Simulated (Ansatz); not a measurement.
**HfSi (singlet): the correlation ladder, def2-SVP**

How much of the correlation energy of HfSi (singlet) does each wave-function method recover here?

Computed with Ansatz 0.2.0, Gaussian basis. Level: def2-SVP, core rule «outside noble gas», up to 9 orbitals frozen.

The runs, in order: UHF; CCSD(T) on RHF; CCSD(T) on UHF; CISD; CCSDT(Q) on RHF; CCSDT(Q) on UHF; CCSDTQ on RHF.

12 further runs of the same task are left out: 8 for a known fault of the program, 4 set aside as unsound or not needed.

## (1) What is computed

The geometry is a PBE0/def2-TZVP stationary point (not a proven minimum). No spin-orbit coupling is included. Elements past krypton take def2 core potentials.

2 atoms, charge 0, spin multiplicity 1.

Atoms are counted from 1 here; the program's logs count them from 0.

Bond lengths: Hf1–Si2 2.310 Å.

## (2) UHF

Contents of in.yaml:

```yaml
crystal:
  periodic: [false, false, false]
  atoms:
    - {symbol: Hf, position_ang: [0.000000, 0.000000, 0.000000]}
    - {symbol: Si, position_ang: [0.000000, 0.000000, 2.310058]}
basis:
  gaussian: {orbitals: def2-SVP}
magnetization: {spin_polarized: true, initial_magnetization: 0}
hamiltonian: {xc: hf}
output: {orbitals: {seedname: orbitals}}
```

Launch:

```console
$ ansatz run in.yaml --threads 1 --pin off --events-out ev --progress --plain --max-ram 4096MiB --backend cpu
```

Further steps of the session: CCSD(T) on RHF; CCSD(T) on UHF; CISD; CCSDT(Q) on RHF; CCSDT(Q) on UHF; CCSDTQ on RHF.

**Question.** What will the summary of the whole plan be? Wanted: RCCSDTQ below the RHF energy; RMP2 from RCCSDTQ; UMP2 from RCCSDTQ; RCCSD from RCCSDTQ; RCCSD(T) from RCCSDTQ; UCCSD(T) from RCCSDTQ; RCCSDT(Q) from RCCSDTQ; UCCSDT(Q) from RCCSDTQ; T1 diagnostic.

The runs gave:

| quantity | value |
| --- | --- |
| RCCSDTQ below the RHF energy | -5.9726 eV |
| RMP2 from RCCSDTQ | +14.54 kcal/mol |
| UMP2 from RCCSDTQ | +46.02 kcal/mol |
| RCCSD from RCCSDTQ | +12.94 kcal/mol |
| RCCSD(T) from RCCSDTQ | +1.96 kcal/mol |
| UCCSD(T) from RCCSDTQ | +3.19 kcal/mol |
| RCCSDT(Q) from RCCSDTQ | -0.35 kcal/mol |
| UCCSDT(Q) from RCCSDTQ | -1.06 kcal/mol |
| levels within 1 kcal/mol (43 meV) | RCCSDT(Q) |
| T1 diagnostic | 0.049 |

**Reading.** RCCSD(T) lands +1.96 kcal/mol from the yardstick (1.4 % of the correlation energy). CCSD(T) misses by +1.96 kcal/mol on the restricted determinant and by +3.19 kcal/mol on the unrestricted one; the two need not hold the same state or core. Coupled cluster took another determinant than the lowest Hartree-Fock one. These misses are within one basis, not against nature.
